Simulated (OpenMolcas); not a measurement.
# GeH4S (SMILES [SH][GeH3]): CPF/6-31G(d,p) (Cartesian functions)

Aim: the energy difference between two shapes of GeH4S at CPF/6-31G** (Cartesian functions), from 2 runs. 

The results are computed with OpenMolcas 26.06.

8 further runs of the same task are left out: 4 that didn't finish, 4 set aside as unsound or not needed.

## 1. The structure to begin with

GeH4S has 6 atoms, charge 0, and is taken as a singlet. SMILES: `[SH][GeH3]`. Geometry: relaxed at PBE0-D4/def2-TZVP.

Bond lengths: S1–Ge2 2.224 Å, S1–H3 1.343 Å, Ge2–H4 1.536 Å, Ge2–H5 1.536 Å, Ge2–H6 1.533 Å. Angles: S1–Ge2–H4 110.4°, S1–Ge2–H5 110.4°, S1–Ge2–H6 104.8°, Ge2–S1–H3 94.6°, H4–Ge2–H5 109.8°, H4–Ge2–H6 110.6°, H5–Ge2–H6 110.6°.

## 2. A single-point energy at CPF/6-31G(d,p) (Cartesian functions)

Contents of mol.xyz:

```xyz
6

S      0.843400    -1.117400     1.012200
Ge    -0.180000     0.501500    -0.118600
H      0.574500    -2.069200     0.103800
H     -1.667600     0.166300    -0.305900
H      0.485600     0.702400    -1.488700
H     -0.013600     1.752500     0.751000
```

Contents of run.inp:

```
&GATEWAY
COORD=mol.xyz
BASIS=6-31G**
GROUP=NoSym
&SEWARD
&SCF
PRORBITALS=1
&MOTRA
FROZEN=14
&GUGA
ELECTRONS=24
SPIN=1
INACTIVE=12
ACTIVE=0
CIALL=1
&CPF
CPF
```

The run is started by

```
$ export MOLCAS_MEM=1860
$ pymolcas run.inp > run.log
```

Log (excerpt; [...] marks lines left out):

```text
--- Start Module: gateway ---
[...]
--- Stop Module: gateway /rc=_RC_ALL_IS_WELL_ ---
[...]
      Basis functions           74
[...]
       Convergence after  10 Iterations
[...]
::    Total SCF energy                              -2474.9349252601
[...]
      Total spin, S                                     0.0000000000
[...]
      *** WARNING: Default frozen orbitals is overwritten by user input.
      *** Default values:  20
[...]
--- Start Module: guga ---
[...]
--- Stop Module: guga /rc=_RC_ALL_IS_WELL_ ---
--- Start Module: cpf ---
[...]
      Active orbitals                            0       0
[...]
      Spin quantum number                      0.0
[...]
     FINAL CPF ENERGY        -2475.35634882
     FINAL CORRELATION ENERGY   -0.42142356  REFERENCE ENERGY   -2474.93492526
[...]
      Total electronic charge=   52.000000
      Total            charge=    0.000000
[...]
      Dipole Moment (debye):
      Origin of the operator (angstrom)=    0.1186    0.0173    0.2060
                   X= -7.6874E-01               Y=  3.0528E-01               Z= -1.2535E+00           Total=  1.5018E+00
      Quadrupole Moment (debye*angstrom):
[...]
--- Stop Module: cpf /rc=_RC_ALL_IS_WELL_ ---
[...]
```

It took 9.9 s on 1 thread of Arm Neoverse V1, shared host; peak memory 0.43 GiB.

## 3. The distorted shape

Contents of mol.xyz:

```xyz
6

S      0.851456    -1.151017     0.997616
Ge    -0.176888     0.500078    -0.084296
H      0.569935    -2.065265     0.114424
H     -1.673284     0.167230    -0.305844
H      0.467147     0.690286    -1.459367
H     -0.027129     1.727120     0.776981
```

Contents of run.inp:

```
>>> EXPORT MOLCAS_PRINT=2

&gateway
  coord=mol.xyz
  basis=6-31G**
  group=NoSym

&seward

&scf
  prorbitals=1

&motra
  frozen=14

&guga
  electrons=24
  spin=1
  inactive=12
  active=0
  ciall=1

&cpf
  cpf
```

The run is started by

```
$ export MOLCAS_MEM=1860
$ pymolcas run.inp > run.log
```

Log (excerpt; [...] marks lines left out):

```text
--- Start Module: gateway ---
[...]
--- Stop Module: gateway /rc=_RC_ALL_IS_WELL_ ---
[...]
      Basis functions           74
[...]
       Convergence after  10 Iterations
[...]
::    Total SCF energy                              -2474.9343852412
[...]
      Total spin, S                                     0.0000000000
[...]
      *** WARNING: Default frozen orbitals is overwritten by user input.
      *** Default values:  20
[...]
--- Start Module: guga ---
[...]
--- Stop Module: guga /rc=_RC_ALL_IS_WELL_ ---
--- Start Module: cpf ---
[...]
      Active orbitals                            0       0
[...]
      Spin quantum number                      0.0
[...]
     FINAL CPF ENERGY        -2475.35541614
     FINAL CORRELATION ENERGY   -0.42103090  REFERENCE ENERGY   -2474.93438524
[...]
      Total electronic charge=   52.000000
      Total            charge=    0.000000
[...]
      Dipole Moment (debye):
      Origin of the operator (angstrom)=    0.1226    0.0063    0.2255
                   X= -7.4411E-01               Y=  3.8280E-01               Z= -1.1787E+00           Total=  1.4455E+00
      Quadrupole Moment (debye*angstrom):
[...]
--- Stop Module: cpf /rc=_RC_ALL_IS_WELL_ ---
[...]
```

Run time: 9.9 s. Hardware: 1 thread of Arm Neoverse V1, shared host; peak memory 0.43 GiB.

## 4. What came out

Level: CPF/6-31G** (Cartesian functions), 14 core orbitals frozen.

| quantity | value |
| --- | --- |
| first shape: total energy | -2475.35635 Eh |
| first shape: dipole moment (mean-field density) | 1.79 D |
| first shape: HOMO energy (Hartree–Fock orbitals) | -10.09 eV |
| first shape: LUMO energy (Hartree–Fock orbitals) | 2.91 eV |
| first shape: HOMO–LUMO gap (Hartree–Fock orbitals) | 13.00 eV |
| first shape: correlation energy (14 core orbitals frozen) | -421.4 mEh |
| distorted shape: total energy | -2475.35542 Eh |
| distorted shape: dipole moment (mean-field density) | 1.71 D |
| distorted shape: HOMO energy (Hartree–Fock orbitals) | -10.08 eV |
| distorted shape: LUMO energy (Hartree–Fock orbitals) | 2.93 eV |
| distorted shape: HOMO–LUMO gap (Hartree–Fock orbitals) | 13.00 eV |
| distorted shape: correlation energy (14 core orbitals frozen) | -421.0 mEh |
| energy change with the atoms displaced | 0.025 eV |

**Reading.** With the atoms displaced the energy rises by 0.03 eV (2.4 kJ/mol). The first shape isn't relaxed at this level, so the change isn't measured from a minimum. Mulliken charges (first shape) of the mean-field density run from -0.23 on S1 to +0.36 on Ge2; they depend strongly on the basis.
